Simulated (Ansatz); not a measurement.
# WSe2: the cost of one run

Method: DFT LDA, all-electron LAPW, scalar-relativistic unless said, in Ansatz 0.2.0.

## 1. Starting point

It takes space group P6_3/mmc (No. 194, hexagonal). The conventional cell has a = 3.250 Å, b = 3.250 Å, c = 12.820 Å, α = 90.00°, β = 90.00°, γ = 120.00°. Around W (site symmetry -6m2) lie 6 Se at 2.51 Å. Se (site symmetry 3m) has 3 W at 2.51 Å as nearest neighbours.

As a file:

```
W Se
1.0
     3.24970    0.00000    0.00000
    -1.62485    2.81432    0.00000
     0.00000    0.00000   12.82021
W Se
2 4
Direct
  0.33333 0.66667 0.25000
  0.66667 0.33333 0.75000
  0.33333 0.66667 0.61998
  0.66667 0.33333 0.11998
  0.33333 0.66667 0.88002
  0.66667 0.33333 0.38002
```

Cartesian axes are those of the input's lattice vectors. The structure goes back to a database entry.

## 2. Reference run, fine mesh, LAPW

input.yaml reads:

```yaml
crystal:
  lattice:
    - [3.2497005514, 0.0, 0.0]
    - [-1.6248502757, 2.81432323221, 0.0]
    - [0.0, 0.0, 12.8202143352]
  atoms:
    - { symbol: W, position: [0.333333333333, 0.666666666667, 0.25] }
    - { symbol: W, position: [0.666666666667, 0.333333333333, 0.75] }
    - { symbol: Se, position: [0.333333333333, 0.666666666667, 0.619979856833] }
    - { symbol: Se, position: [0.666666666667, 0.333333333333, 0.119979856833] }
    - { symbol: Se, position: [0.333333333333, 0.666666666667, 0.880020143167] }
    - { symbol: Se, position: [0.666666666667, 0.333333333333, 0.380020143167] }
kpoints:
  mp_grid: { grid: [8, 8, 2] }
scf:
  occupations: { method: fixed }
hamiltonian:
  xc: lda
  pseudopotentials: { kind: all_electron, lapw: { basis_error: 0.001 } }
output:
  forces: true
  stress: true
  eigenvalues: true
  eigenstates:
    nscf_kmesh: { grid: [12, 12, 4] }
    de_dk: true
    e_range: [-9, 10.88566475691]
checkpoint:
  write: ck
  write_wavefunctions: false
```

On the command line:

```sh
> ansatz run input.yaml --threads 1 --pin off --max-ram 3072MiB --backend cpu --events-out ev --progress --plain --runs-dir out
```

What time and memory should one allow on 1 thread of Arm Neoverse V2, shared host?

About 5 min, with a peak of 0.89 GiB.
